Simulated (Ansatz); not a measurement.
# CH4AlFO2, SMILES [OH][AlH][CH](O)F: a geometry optimisation

Program: Ansatz 0.2.0 through its Python package.

The cells in order, each with its output:

In [1]:
```python
import ansatz as az
import numpy as np
```

In [2]:
```python
system = (
    az.Crystal.molecule()
    .atom("O", (-0.6696, 1.9304, 1.4088))
    .atom("Al", (0.4381, 0.8663, 0.5041))
    .atom("C", (-0.2966, -0.646, -0.5883))
    .atom("O", (0.8816, -1.3264, -1.1549))
    .atom("F", (-1.0904, -0.157, -1.5819))
    .atom("H", (-0.8296, 1.5676, 2.2838))
    .atom("H", (2.043, 1.1209, 0.6023))
    .atom("H", (-0.8031, -1.3037, 0.0891))
    .atom("H", (0.4153, -2.0985, -1.5802))
)

calc = (
    system.calculation()
    .basis(gaussian="def2-SVP")
    .functional("PBE0")
)
symbols = [site.symbol for site in system.cartesian_sites]
start = np.array([site.position_ang for site in system.cartesian_sites], dtype=float)
def progress(event):
    if event["event"] == "relax_step":
        row = event["data"]
        print(f"step {row['step']:3d}  E = {row['lagrangian_ev']:.6f} eV  largest force component {row['allowed_force_max_ev_ang']:.4f} eV/A")
```

In [3]:
```python
report = calc.relax(force_tolerance=0.005).session().plan().execute(on_event=progress).report
end = np.array(report["positions_ang"])
```
```text
step   1  E = -14490.610993 eV  largest force component 3.5483 eV/A
step   2  E = -14490.916267 eV  largest force component 1.6695 eV/A
step   3  E = -14491.024574 eV  largest force component 0.9179 eV/A
step   4  E = -14491.032282 eV  largest force component 2.5592 eV/A
step   5  E = -14491.156507 eV  largest force component 1.1372 eV/A
step   6  E = -14491.244636 eV  largest force component 0.4275 eV/A
step   7  E = -14491.260686 eV  largest force component 0.3020 eV/A
step   8  E = -14491.275277 eV  largest force component 0.2166 eV/A
step   9  E = -14491.282039 eV  largest force component 0.2639 eV/A
step  10  E = -14491.285893 eV  largest force component 0.1581 eV/A
step  11  E = -14491.288916 eV  largest force component 0.1096 eV/A
step  12  E = -14491.290828 eV  largest force component 0.1729 eV/A
step  13  E = -14491.292648 eV  largest force component 0.1550 eV/A
step  14  E = -14491.294573 eV  largest force component 0.1219 eV/A
step  15  E = -14491.295960 eV  largest force component 0.1640 eV/A
step  16  E = -14491.297190 eV  largest force component 0.1506 eV/A
step  17  E = -14491.299202 eV  largest force component 0.0670 eV/A
step  18  E = -14491.300434 eV  largest force component 0.0703 eV/A
step  19  E = -14491.300660 eV  largest force component 0.1201 eV/A
step  20  E = -14491.301161 eV  largest force component 0.0539 eV/A
step  21  E = -14491.301280 eV  largest force component 0.0268 eV/A
step  22  E = -14491.301349 eV  largest force component 0.0061 eV/A
step  23  E = -14491.301378 eV  largest force component 0.0064 eV/A
step  24  E = -14491.301395 eV  largest force component 0.0041 eV/A
```

In [4]:
```python
print("reference energy %16.6f eV" % report["reference_energy_ev"])
print("total energy     %16.6f eV" % report["free_energy_ev"])
print("occupied orbitals outside the frozen core (up, down):", report["n_occupied"], " frozen:", report["n_frozen"], " virtual:", report["n_virtual"])

print("final positions (A) and the move of each atom")
for symbol, xyz, old in zip(symbols, end, start):
    print(f"{symbol:2s} {xyz[0]:10.5f} {xyz[1]:10.5f} {xyz[2]:10.5f}   {np.linalg.norm(xyz - old):7.4f}")
```
```text
reference energy    -14491.301423 eV
total energy        -14491.301423 eV
occupied orbitals outside the frozen core (up, down): [24, 24]  frozen: 0  virtual: [70, 70]
final positions (A) and the move of each atom
O    -0.54349    1.08316    1.90701    0.9909
Al    0.31112    0.89668    0.44560    0.1431
C    -0.31362   -0.57227   -0.74113    0.1705
O     0.69827   -1.51163   -0.63533    0.5813
F    -0.41012   -0.12100   -2.05935    0.8319
H    -0.35172    1.69920    2.61531    0.5963
H     1.54581    1.81564    0.07163    1.0057
H    -1.30296   -1.01660   -0.51347    0.8339
H     0.45539   -2.31958   -1.10747    0.5234
```

Caveats:
- Total energies depend on the basis set; only differences at equal settings carry meaning.
- The end point is the stationary point reached from this start; no frequency run checks that it is a minimum, and the basis set is modest.
- Finished in 94 s on 1 thread of Arm Neoverse V2, with other jobs on the host, peak memory 0.26 GiB.

(Lines on the test bed's own set-up are left out of the output.)
